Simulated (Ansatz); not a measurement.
A nudged elastic band was laid between two geometries of a periodic cell of 13 atoms, Ti$_{12}$H (host Ti, host structure hcp, interstitial H).

Level of theory: DFT PBEsol, scalar-relativistic, plane waves, PAW (Ansatz 0.2.0). Settings: cutoff 250 eV, k mesh 3x2x4, gaussian smearing 0.05 eV, no spin polarisation.

* movable images: 3
* climbing image: yes
* spring: 5.0 eV/Å²
* optimiser: quadratic models (default)
* start path: default
* force threshold: 0.05 eV/Å
* iteration limit: 50
* end points: relaxed

First end point:

```xyz
13
Lattice="5.9000 0.0000 0.0000 -4.4250 7.6643 0.0000 0.0000 0.0000 4.6846" Properties=species:S:1:pos:R:3
Ti 0.003 -0.011 -0.018
Ti 0.003 1.669 2.315
Ti -1.505 2.530 -0.015
Ti -1.519 4.273 2.346
Ti -2.944 5.134 0.000
Ti -2.952 6.807 2.364
Ti 2.960 -0.002 -0.020
Ti 2.951 1.672 2.348
Ti 1.523 2.534 0.004
Ti 1.512 4.275 2.361
Ti 0.004 5.139 0.027
Ti 0.004 6.816 2.360
H 0.008 3.399 1.173
```

Last end point:

Only the atoms that move by more than 0.05 Å are listed.
```
Ti2 0.007 1.669 2.369
Ti11 0.007 5.138 -0.028
H13 0.012 3.399 3.509
```

What changes between the two ends?

The atom that moves furthest is H13, by 2.34 Å.

Give the energies along the band, and the barrier.

The forces met the threshold. The highest image is number 2 of 0 to 4, 0.49 eV above the ends, which have the same energy within 2 meV. The order of the stationary point at the top wasn't checked. The plane-wave cutoff is below what these datasets need, so energies and pressures aren't converged. Limits of this set-up: coarse k mesh, odd electron count without spin.

| image | path coordinate (Å) | energy (eV) |
| --- | --- | --- |
| 0 | 0.00 | 0.00 |
| 1 | 0.57 | 0.28 |
| 2 | 1.14 | 0.49 |
| 3 | 1.70 | 0.28 |
| 4 | 2.27 | 0.00 |

What is the geometry of the highest image?


```xyz
13
Lattice="5.9000 0.0000 0.0000 -4.4250 7.6643 0.0000 0.0000 0.0000 4.6846" Properties=species:S:1:pos:R:3
Ti 0.004 -0.010 -0.001
Ti 0.008 1.650 2.342
Ti -1.549 2.494 -0.001
Ti -1.510 4.275 2.341
Ti -2.945 5.132 -0.001
Ti -2.940 6.809 2.341
Ti 2.958 0.002 -0.001
Ti 2.953 1.661 2.341
Ti 1.564 2.504 -0.001
Ti 1.512 4.284 2.341
Ti 0.008 5.205 -0.001
Ti -0.003 6.828 2.341
H 0.006 3.398 2.341
```

The run took 57 s on 4 threads of Arm Neoverse V1, with other jobs on the host, peak memory 0.85 GiB.
